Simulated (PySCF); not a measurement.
# Changing the system itself: MgIn

How does MgIn answer to another spin, charge, distance or environment?

Method: each script names its method and basis; program: PySCF 2.14.0.

4 further runs of the same task are left out: 4 that didn't finish.

**1. Starting geometry**

MgIn: 2 atoms, charge 0, spin multiplicity 2.

Bond lengths: Mg1–In2 2.745 Å.

**2. Base script**

Contents of input.py:

```python
from pyscf import gto, dft

mol = gto.M(
    atom='Mg 0 0 0; In 0 0 2.745',
    basis='lanl2dz',
    ecp={'Mg': 'lanl2dz', 'In': 'lanl2dz'},
    charge=0,
    spin=1,
    verbose=4,
)
mf = dft.UKS(mol, xc='pbesol')
mf.kernel()
mf.stability(internal=True, external=True)
mf.dip_moment()
print('orbital energies (hartree):', [e[max(0, n-3):n+3].round(4) for e, n in zip(mf.mo_energy, mol.nelec)])
```

The run is started by

```sh
$ OMP_NUM_THREADS=1 python input.py
```

The log of this run is left out.

In short: E(SCF) = -2.659466 Eh, 10 cycles, ⟨S²⟩ = 0.754, μ = 0.83 D, internal stable; real -> complex stable; UHF/UKS -> GHF/GKS unstable.

The bond length is a typed value, not an optimised one.

**3. Bond 3.431 Å**

Edit 1 changes bond length: 2.745 Å → 3.431 Å.

Contents of input.py:

```python
from pyscf import gto, dft

mol = gto.M(
    atom='Mg 0 0 0; In 0 0 3.431',
    basis='lanl2dz',
    ecp={'Mg': 'lanl2dz', 'In': 'lanl2dz'},
    charge=0,
    spin=1,
    verbose=4,
)
mf = dft.UKS(mol, xc='pbesol')
mf.kernel()
mf.stability(internal=True, external=True)
mf.dip_moment()
print('orbital energies (hartree):', [e[max(0, n-3):n+3].round(4) for e, n in zip(mf.mo_energy, mol.nelec)])
```

The run is started by

```sh
$ OMP_NUM_THREADS=1 python input.py
```

**4. Sextet**

Edit 2 changes spin (2S): 1 → 5.

input.py: that of step 2 with these lines changed.

```diff
@@ -7,3 +7,3 @@
     charge=0,
-    spin=1,
+    spin=5,
     verbose=4,
```

**5. Quartet**

Edit 3 changes spin (2S): 1 → 3.

input.py: that of step 2 with these lines changed.

```diff
@@ -7,3 +7,3 @@
     charge=0,
-    spin=1,
+    spin=3,
     verbose=4,
```

**6. Electric field -0.01 a.u.**

Edit 4 changes electric field: none → -0.01 a.u.

input.py: that of step 2 with these lines changed.

```diff
@@ -11,2 +11,7 @@
 mf = dft.UKS(mol, xc='pbesol')
+field = -0.01  # electric field along z, atomic units
+h = mf.get_hcore() + field*mol.intor('int1e_r')[2]
+mf.get_hcore = lambda *args: h
+e_nuc = mol.energy_nuc() - field*mol.atom_charges() @ mol.atom_coords()[:, 2]
+mf.energy_nuc = lambda *args: e_nuc
 mf.kernel()
```

**7. Charge +1 (singlet)**

Edit 5 changes charge: 0 → 1; spin (2S): 1 → 0.

input.py: that of step 2 with these lines changed.

```diff
@@ -6,4 +6,4 @@
     ecp={'Mg': 'lanl2dz', 'In': 'lanl2dz'},
-    charge=0,
-    spin=1,
+    charge=1,
+    spin=0,
     verbose=4,
```

**8. Lengths in bohr**

Edit 6 changes length unit: angstrom → bohr; bond length: 2.745 Å → 2.745 bohr.

input.py: that of step 2 with these lines changed.

```diff
@@ -8,2 +8,3 @@
     spin=1,
+    unit='bohr',
     verbose=4,
```

Before running it: what results should come out? Wanted: for each run, E(SCF); from base; gap, α spin; SCF dipole; after the SCF.

The runs gave:

```
                          run  E(SCF) (hartree)  from base (eV)  cycles  gap, α spin (eV)  SCF dipole (D)                           after the SCF
                         base         -2.659466               0      10              0.11            0.83            unstable: UHF/UKS -> GHF/GKS
                 bond 3.431 Å         -2.661346         -0.0512      10              0.10            0.84            unstable: UHF/UKS -> GHF/GKS
                       sextet         -2.477607         +4.9486       7              1.89            0.73            unstable: UHF/UKS -> GHF/GKS
                      quartet         -2.616753         +1.1623       9              0.13            1.53            unstable: UHF/UKS -> GHF/GKS
    electric field -0.01 a.u.         -2.673617         -0.3851       9              0.11            6.37            unstable: UHF/UKS -> GHF/GKS
          charge +1 (singlet)         -2.455566         +5.5484       8              1.95             n/a                                  stable
lengths in bohr (poor choice)         -2.148786  not comparable       9              0.73            0.48  unstable: internal, UHF/UKS -> GHF/GKS
```

What this shows: The largest comparable shift of the SCF energy, +4.949 eV, comes with the run “sextet”. The sextet solution found lies 4.95 eV above the base doublet at this geometry and level. The quartet solution found lies 1.16 eV above the base doublet at this geometry and level. At the SCF level, going to the singlet with one electron fewer costs 5.55 eV at fixed geometry. Rows marked «poor choice» come from settings spoiled on purpose.
